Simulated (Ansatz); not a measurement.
# ClH₃SbSi radical: basis-set convergence

How large a basis does ClH₃SbSi radical need? Two functionals are run in growing sets.

Computed with Ansatz 0.2.0, Gaussian basis. Level: one geometry, several basis sets.

Levels to be run: PBE0-D4/def2-SVP; ωB97M-V/def2-SVP; PBE0-D4/def2-QZVPP; ωB97M-V/def2-QZVPP; the functionals' def2-TZVPP values are taken from earlier runs.

### Step 1. The geometry

The geometry comes from an earlier relaxation with PBE0-D4 in a triple-zeta def2 set; it is a stationary point. Sb takes the def2 core potential; no spin-orbit term is included.

SMILES `[SiH3][Sb][Cl]`, 6 atoms, charge 0, spin multiplicity 2.

Atoms are counted from 1 here; the program's logs count them from 0.

Bond lengths: Si1–Sb2 2.577 Å, Si1–H4 1.486 Å, Si1–H5 1.486 Å, Si1–H6 1.489 Å, Sb2–Cl3 2.359 Å. Angles: Sb2–Si1–H4 109.8°, Sb2–Si1–H5 109.7°, Sb2–Si1–H6 108.8°, H4–Si1–H5 109.6°, H4–Si1–H6 109.4°, H5–Si1–H6 109.5°, Si1–Sb2–Cl3 91.8°.

As a file:

```csv
atom,x (Å),y (Å),z (Å)
Si1,-0.5609,0.3870,-0.2527
Sb2,1.7879,0.3517,0.8076
Cl3,1.8502,-2.0058,0.7666
H4,-0.5193,-0.2646,-1.5874
H5,-1.5186,-0.3343,0.6249
H6,-0.9974,1.8022,-0.4054
```

### Step 2. PBE0-D4 in def2-SVP

File in.yaml:

```yaml
crystal:
  periodic: [false, false, false]
  atoms:
    - {symbol: Si, position_ang: [-0.560927, 0.386973, -0.252712]}
    - {symbol: Sb, position_ang: [1.787927, 0.351657, 0.807645]}
    - {symbol: Cl, position_ang: [1.850233, -2.005800, 0.766634]}
    - {symbol: H, position_ang: [-0.519272, -0.264600, -1.587359]}
    - {symbol: H, position_ang: [-1.518576, -0.334282, 0.624903]}
    - {symbol: H, position_ang: [-0.997385, 1.802153, -0.405410]}
basis:
  gaussian: {orbitals: def2-SVP}
magnetization: {spin_polarized: true, initial_magnetization: 1}
hamiltonian: {xc: pbe0, dispersion: d4}
output: {orbitals: {seedname: orbitals}}
```

Command:

```sh
$ ansatz run in.yaml --threads 4 --pin off --events-out ev --progress --plain --max-ram 10444MiB
```

The runs that follow: ωB97M-V in def2-SVP; PBE0-D4 in def2-QZVPP; ωB97M-V in def2-QZVPP.

**Question.** What will the summary of the whole plan be? Wanted: PBE0-D4: double and triple zeta above quadruple; ωB97M-V: double and triple zeta above quadruple.

The runs gave:

```
                                       quantity          value
PBE0-D4: double and triple zeta above quadruple  8.10, 0.70 eV
ωB97M-V: double and triple zeta above quadruple  8.09, 0.67 eV
```

For PBE0-D4 the step from double to triple zeta gains 7.40 eV and the next only 0.70 eV. These are total energies; as a rule much of such shifts cancels in differences, which this series doesn't test.
